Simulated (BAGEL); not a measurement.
# One shape, several levels: C2HAlClF (SMILES C#[C][Al]([F])[Cl])

Aim: a comparison of 4 runs (B3LYP/6-31G*, B3LYP/cc-pVDZ, PBE0/cc-pVDZ, RI-MP2/cc-pVDZ) of C2HAlClF. 

The results are computed with BAGEL 1.2.2.

3 further runs of the same task are left out: 2 that didn't finish, 1 set aside as unsound or not needed.

### 1 Starting point

C2HAlClF: 6 atoms, total charge 0, spin state singlet. SMILES: `C#[C][Al]([F])[Cl]`. Geometry: relaxed at PBE0-D4/def2-TZVP.

Bond lengths: C1–C2 1.208 Å, C2–Al3 1.878 Å, Al3–F4 1.637 Å, Al3–Cl5 2.072 Å, C1–H6 1.067 Å. Angles: C1–C2–Al3 179.1°, C2–Al3–F4 120.0°, C2–Al3–Cl5 121.8°, F4–Al3–Cl5 118.1°, C2–C1–H6 180.0°.

### 2 A single-point energy at B3LYP/6-31G(d) (density fitting with qzvpp-jkfit, spherical functions) (run 1)

Input file input.json:

```json
{ "bagel" : [

{
  "title" : "molecule",
  "basis" : "6-31gs.json",
  "df_basis" : "qzvpp-jkfit",
  "angstrom" : "true",
  "geometry" : [
    { "atom" : "C", "xyz" : [    0.079200,    0.550300,    1.791600 ] },
    { "atom" : "C", "xyz" : [    0.021300,    0.146100,    0.654200 ] },
    { "atom" : "Al", "xyz" : [   -0.061900,   -0.456300,   -1.122700 ] },
    { "atom" : "F", "xyz" : [   -0.437800,   -2.016700,   -1.442100 ] },
    { "atom" : "Cl", "xyz" : [    0.311400,    0.805300,   -2.722900 ] },
    { "atom" : "H", "xyz" : [    0.130000,    0.907400,    2.795800 ] }
  ]
},
{ "title" : "ks", "xc_func" : "b3lyp" },
{ "title" : "print", "file" : "orbitals.molden", "orbitals" : "true" }

]}
```

The basis set 6-31G* is read from a file made from the Basis Set Exchange's data (not shown).

Run with:

```sh
$ BAGEL_NUM_THREADS=1 BAGEL input.json > input.out
```

Standard output:

```text
* using 1 threads per process

  ===============================================================
  ===============================================================

  *** Geometry ***

  { "atom" : "C", "xyz" : [      0.149666,      1.039916,      3.385633 ] },
  { "atom" : "C", "xyz" : [      0.040251,      0.276089,      1.236259 ] },
  { "atom" : "Al", "xyz" : [     -0.116974,     -0.862282,     -2.121596 ] },
  { "atom" : "F", "xyz" : [     -0.827322,     -3.811011,     -2.725174 ] },
  { "atom" : "Cl", "xyz" : [      0.588461,      1.521796,     -5.145535 ] },
  { "atom" : "H", "xyz" : [      0.245664,      1.714737,      5.283296 ] },

  Number of auxiliary basis functions:      501

  Since a DF basis is specified, we compute 2- and 3-index integrals:
    o Being stored without compression. Storage requirement is 0.026 GB

  Number of basis functions:       80
  Number of electrons      :       52

    * METHOD: MOLECULE                             0.26

  *** Kohn-Sham DFT ***

    * Removing 9911 points whose weight is below 1.00e-10
    * Grid points: 79525

  === Nuclear Repulsion ===
   223.1688638546

       - DIIS with orbital gradients will be used.

  === KS iteration (b3lyp / 6-31gs.json) ===
      0       -828.45138561          0.13014527           0.31
      1       -646.41251496          0.19393701           0.29
      2       -735.70369044          0.08985119           0.29
      3       -785.72039142          0.17778769           0.29
      4       -812.80864455          0.13215257           0.30
      5       -834.70341767          0.15772330           0.28
      6       -818.54678812          0.14555153           0.28
      7       -809.00018267          0.13655957           0.28
      8       -820.34017619          0.12112786           0.29
      9       -851.71838812          0.15450639           0.29
     10       -878.50245555          0.03432145           0.29
     11       -879.08098451          0.01854795           0.29
     12       -879.24959370          0.01655413           0.29
     13       -879.32811964          0.00923289           0.29
     14       -879.36571677          0.00088606           0.29
     15       -879.36594102          0.00067302           0.29
     16       -879.36612672          0.00012078           0.29
     17       -879.36613713          0.00002566           0.30
     18       -879.36613779          0.00000612           0.29
     19       -879.36613781          0.00000216           0.30
     20       -879.36613781          0.00000161           0.30
     21       -879.36613781          0.00000022           0.29
     22       -879.36613781          0.00000006           0.29
     23       -879.36613781          0.00000004           0.28
     24       -879.36613781          0.00000001           0.29
     25       -879.36613781          0.00000000           0.29
    * SCF iteration converged.

    * Permanent dipole moment:
           (   -0.039557,    -0.287535,    -0.852127) a.u.

    * METHOD: KS                                   7.94

    * METHOD: PRINT                                0.02

  ===============================================================
```

It took 8.4 s on 1 thread of Arm Neoverse V1, shared host; peak memory 0.34 GiB.

### 3 A single-point energy at B3LYP/cc-pVDZ (density fitting with qzvpp-jkfit) (run 2)

Input file input.json:

```json
{ "bagel": [

{
  "title": "molecule",
  "basis": "cc-pvdz.json",
  "df_basis": "qzvpp-jkfit",
  "angstrom": true,
  "geometry": [
    { "atom": "C", "xyz": [       0.079200,       0.550300,       1.791600 ] },
    { "atom": "C", "xyz": [       0.021300,       0.146100,       0.654200 ] },
    { "atom": "Al", "xyz": [      -0.061900,      -0.456300,      -1.122700 ] },
    { "atom": "F", "xyz": [      -0.437800,      -2.016700,      -1.442100 ] },
    { "atom": "Cl", "xyz": [       0.311400,       0.805300,      -2.722900 ] },
    { "atom": "H", "xyz": [       0.130000,       0.907400,       2.795800 ] }
  ]
},

{
  "title": "ks",
  "xc_func": "b3lyp",
  "charge": 0
},

{
  "title": "print",
  "file": "orbitals.molden",
  "orbitals": true
}

]}
```

The basis set cc-pVDZ is read from a file made from the Basis Set Exchange's data (not shown).

Run with:

```sh
$ BAGEL_NUM_THREADS=1 BAGEL input.json > input.out
```

Standard output:

```text
* using 1 threads per process

  ===============================================================
  ===============================================================

  *** Geometry ***

  { "atom" : "C", "xyz" : [      0.149666,      1.039916,      3.385633 ] },
  { "atom" : "C", "xyz" : [      0.040251,      0.276089,      1.236259 ] },
  { "atom" : "Al", "xyz" : [     -0.116974,     -0.862282,     -2.121596 ] },
  { "atom" : "F", "xyz" : [     -0.827322,     -3.811011,     -2.725174 ] },
  { "atom" : "Cl", "xyz" : [      0.588461,      1.521796,     -5.145535 ] },
  { "atom" : "H", "xyz" : [      0.245664,      1.714737,      5.283296 ] },

  Number of auxiliary basis functions:      501

  Since a DF basis is specified, we compute 2- and 3-index integrals:
    o Being stored without compression. Storage requirement is 0.028 GB

  Number of basis functions:       83
  Number of electrons      :       52

    * METHOD: MOLECULE                             0.25

  *** Kohn-Sham DFT ***

    * Removing 9911 points whose weight is below 1.00e-10
    * Grid points: 79525

  === Nuclear Repulsion ===
   223.1688638546

       - DIIS with orbital gradients will be used.

  === KS iteration (b3lyp / cc-pvdz.json) ===
      0       -837.89417650          0.09423617           0.32
      1       -684.19888770          0.15215515           0.30
      2       -752.59245381          0.16732338           0.30
      3       -854.49796798          0.06379075           0.31
      4       -830.40201279          0.10997241           0.30
      5       -863.42931580          0.08584683           0.30
      6       -856.79944413          0.10057010           0.31
      7       -850.32302435          0.10855444           0.31
      8       -850.91122973          0.10804278           0.31
      9       -835.04682967          0.10360881           0.31
     10       -863.69443752          0.10785696           0.31
     11       -871.21701767          0.07519743           0.31
     12       -879.36344654          0.00929947           0.31
     13       -879.27742065          0.01587090           0.32
     14       -879.40945402          0.00195763           0.31
     15       -879.41185665          0.00034611           0.31
     16       -879.41193953          0.00012900           0.31
     17       -879.41194630          0.00007251           0.31
     18       -879.41194939          0.00001679           0.31
     19       -879.41194955          0.00000317           0.31
     20       -879.41194956          0.00000076           0.30
     21       -879.41194956          0.00000031           0.31
     22       -879.41194956          0.00000018           0.31
     23       -879.41194956          0.00000003           0.31
     24       -879.41194956          0.00000001           0.31
     25       -879.41194956          0.00000000           0.30
    * SCF iteration converged.

    * Permanent dipole moment:
           (   -0.068787,    -0.387432,    -0.734682) a.u.

    * METHOD: KS                                   8.46

    * METHOD: PRINT                                0.02

  ===============================================================
```

Run time: 9 s. Hardware: 1 thread of Arm Neoverse V1, shared host; peak memory 0.35 GiB.

Run 3 isn't shown in full; the table further down has it.

### 4 A single-point energy at RI-MP2/cc-pVDZ (density fitting with qzvpp-jkfit) (run 4)

Input file mp2.json:

```json
{ "bagel" : [

{
  "title" : "molecule",
  "basis" : "cc-pvdz.json",
  "df_basis" : "qzvpp-jkfit",
  "angstrom" : true,
  "geometry" : [
    { "atom" : "C", "xyz" : [       0.079200,       0.550300,       1.791600 ] },
    { "atom" : "C", "xyz" : [       0.021300,       0.146100,       0.654200 ] },
    { "atom" : "Al", "xyz" : [      -0.061900,      -0.456300,      -1.122700 ] },
    { "atom" : "F", "xyz" : [      -0.437800,      -2.016700,      -1.442100 ] },
    { "atom" : "Cl", "xyz" : [       0.311400,       0.805300,      -2.722900 ] },
    { "atom" : "H", "xyz" : [       0.130000,       0.907400,       2.795800 ] }
  ]
},

{ "title" : "hf" },

{ "title" : "mp2", "ncore" : 13 }

]}
```

The basis set cc-pVDZ is read from a file made from the Basis Set Exchange's data (not shown).

Run with:

```sh
$ BAGEL_NUM_THREADS=1 BAGEL mp2.json > mp2.out
```

Standard output:

```text
* using 1 threads per process

  ===============================================================
  ===============================================================

  *** Geometry ***

  { "atom" : "C", "xyz" : [      0.149666,      1.039916,      3.385633 ] },
  { "atom" : "C", "xyz" : [      0.040251,      0.276089,      1.236259 ] },
  { "atom" : "Al", "xyz" : [     -0.116974,     -0.862282,     -2.121596 ] },
  { "atom" : "F", "xyz" : [     -0.827322,     -3.811011,     -2.725174 ] },
  { "atom" : "Cl", "xyz" : [      0.588461,      1.521796,     -5.145535 ] },
  { "atom" : "H", "xyz" : [      0.245664,      1.714737,      5.283296 ] },

  Number of auxiliary basis functions:      501

  Since a DF basis is specified, we compute 2- and 3-index integrals:
    o Being stored without compression. Storage requirement is 0.028 GB

  Number of basis functions:       83
  Number of electrons      :       52

    * METHOD: MOLECULE                             0.25

  *** RHF ***

  === Nuclear Repulsion ===
   223.1688638546

      * DIIS with orbital gradients will be used.

  === RHF iteration (cc-pvdz.json) ===
      0       -877.09053211          0.01494714           0.08
      1       -877.22884320          0.00866855           0.08
      2       -877.28657113          0.00144544           0.08
      3       -877.28813042          0.00047988           0.08
      4       -877.28829930          0.00012087           0.07
      5       -877.28830835          0.00005234           0.07
      6       -877.28831119          0.00002974           0.08
      7       -877.28831311          0.00001013           0.08
      8       -877.28831333          0.00000350           0.07
      9       -877.28831335          0.00000127           0.08
     10       -877.28831335          0.00000051           0.07
     11       -877.28831335          0.00000016           0.07
     12       -877.28831335          0.00000006           0.07
     13       -877.28831335          0.00000002           0.07
     14       -877.28831335          0.00000001           0.08
    * SCF iteration converged.

    * Permanent dipole moment:
           (   -0.081664,    -0.458030,    -0.859760) a.u.

    * METHOD: HF                                   1.30

  *** RHF ***

  === Nuclear Repulsion ===
   223.1688638546

      * DIIS with orbital gradients will be used.

  === RHF iteration (cc-pvdz.json) ===
      0       -877.28831335          0.00000000           0.07
    * SCF iteration converged.

    * Permanent dipole moment:
           (   -0.081664,    -0.458030,    -0.859760) a.u.

  === DF-MP2 calculation ===

    * freezing 13 orbitals
    * 3-index integral transformation done
    * assembly done

      MP2 correlation energy:   -0.6198475580      0.04

      MP2 total energy:       -877.9081609102

    * METHOD: MP2                                  0.19

  ===============================================================
```

Run time: 1.9 s. Hardware: 1 thread of Arm Neoverse V1, shared host; peak memory 0.12 GiB.

### 5 The series

| run | level | frozen core orbitals | energy (Eh) | dipole moment (D) | HOMO energy (eV) | LUMO energy (eV) | wall time |
| --- | --- | --- | --- | --- | --- | --- | --- |
| 1 | B3LYP/6-31G* (density fitting with qzvpp-jkfit, spherical functions) | – | -879.366138 | 2.29 | -8.19 | -1.50 | 8.4 s |
| 2 | B3LYP/cc-pVDZ (density fitting with qzvpp-jkfit) | – | -879.411950 | 2.12 | -8.34 | -1.63 | 9 s |
| 3 | PBE0/cc-pVDZ (density fitting with qzvpp-jkfit) | – | -878.920129 | 2.19 | -8.67 | -1.47 | 7.8 s |
| 4 | RI-MP2/cc-pVDZ (density fitting with qzvpp-jkfit) | 13 | -877.908161 | – | – | – | 1.9 s |

### 6 Results

| quantity | value |
| --- | --- |
| run 4: total energy | -877.90816 Eh |
| run 4: correlation energy (13 core orbitals frozen) | -619.8 mEh |

What this shows: Over runs 1, 2, 3 the dipole moment (its size) runs from 2.12 D (B3LYP/cc-pVDZ) to 2.29 D (B3LYP/6-31G*). Over runs 1, 2, 3 the HOMO–LUMO gap runs from 6.69 eV (B3LYP/6-31G*) to 7.20 eV (PBE0/cc-pVDZ). The two ends differ in method and basis. Totals of different functionals can't be ranked against each other. All runs together took 27 s, the longest 9 s.
